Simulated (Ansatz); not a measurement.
# C2H8OSSi: the cost of one run

Computed with Ansatz 0.2.0, driven from Python. Level of theory: r2SCAN+D3(BJ)/def2-SVP.

## Step 1: The system

Bond lengths: C1–S2 1.795 Å, S2–C3 1.794 Å, C3–O4 1.439 Å, O4–Si5 1.593 Å, C1–H6 1.119 Å, C1–H7 1.060 Å, C1–H8 1.156 Å, C3–H9 1.051 Å, C3–H10 1.143 Å, Si5–H11 1.441 Å, Si5–H12 1.512 Å, Si5–H13 1.519 Å. Angles (14 of 20 angles, heavy atoms first): C1–S2–C3 98.0°, S2–C3–O4 115.5°, C3–O4–Si5 121.9°, S2–C1–H6 108.8°, S2–C1–H7 114.3°, S2–C1–H8 108.9°, S2–C3–H9 109.7°, S2–C3–H10 108.1°, O4–C3–H9 109.3°, O4–C3–H10 106.7°, O4–Si5–H11 109.8°, O4–Si5–H12 107.7°, O4–Si5–H13 108.4°, H6–C1–H7 111.5°.

No structure file is read: the coordinates are typed or built in the script.

## Step 2: Script

File c2h8ossi.py:

```python
"""Relax the C2H8OSSi molecule."""

import ansatz as az
import numpy as np
import pandas as pd

mol = (
    az.Crystal.molecule()
    .atom("C", (-1.8418, -0.5881, 1.3635))
    .atom("S", (-1.6452, -1.3413, -0.2538))
    .atom("C", (0.0367, -0.8078, -0.5762))
    .atom("O", (0.2569, 0.6135, -0.5215))
    .atom("Si", (1.6659, 1.262, -0.8833))
    .atom("H", (-2.8716, -0.8103, 1.7412))
    .atom("H", (-1.1009, -0.868, 2.0673))
    .atom("H", (-1.8233, 0.562, 1.2461))
    .atom("H", (0.3522, -1.1729, -1.5103))
    .atom("H", (0.7162, -1.2769, 0.2148))
    .atom("H", (2.0556, 0.8725, -2.2149))
    .atom("H", (2.6791, 0.7487, 0.1142))
    .atom("H", (1.5405, 2.7718, -0.7723))
)

job = (
    mol.calculation()
    .basis(gaussian="def2-SVP")
    .functional("r2SCAN", dispersion="d3bj")
)
symbols = [site.symbol for site in mol.cartesian_sites]
start = np.array([site.position_ang for site in mol.cartesian_sites], dtype=float)
def progress(event):
    if event["event"] == "relax_step":
        row = event["data"]
        print(f"step {row['step']:3d}  E = {row['lagrangian_ev']:.6f} eV  max force {row['allowed_force_max_ev_ang']:.4f} eV/A")


r = job.relax(force_tolerance=0.02).session().plan().execute(on_event=progress).report
end = np.array(r["positions_ang"])

print("reference energy %16.6f eV" % r["reference_energy_ev"])
print("total energy     %16.6f eV" % r["free_energy_ev"])
print("occupied (up, down):", r["n_occupied"], " virtual:", r["n_virtual"], " frozen:", r["n_frozen"])

print("final positions (A) and the move of each atom")
for symbol, xyz, old in zip(symbols, end, start):
    print(f"{symbol:2s} {xyz[0]:10.5f} {xyz[1]:10.5f} {xyz[2]:10.5f}   {np.linalg.norm(xyz - old):7.4f}")

charges = r["charge_distribution"]
table = pd.DataFrame({"atom": symbols, "mulliken": charges["mulliken_charges_e"], "lowdin": charges["lowdin_charges_e"]})
print(table.round(3).to_string())
print("dipole (e A):", np.round(charges["dipole_moment_e_ang"], 4) + 0.0)
with open("c2h8ossi_opt.xyz", "w") as handle:
    handle.write(f"{len(symbols)}\nrelaxed C2H8OSSi\n")
    handle.writelines(f"{s:2s} {x:11.6f} {y:11.6f} {z:11.6f}\n" for s, (x, y, z) in zip(symbols, end))
```

## Step 3: The run

On the command line:

```
$ python c2h8ossi.py
```

What time and memory should one allow on 1 thread of Arm Neoverse V2, shared host?

About 1.9 min, with a peak of 0.29 GiB.
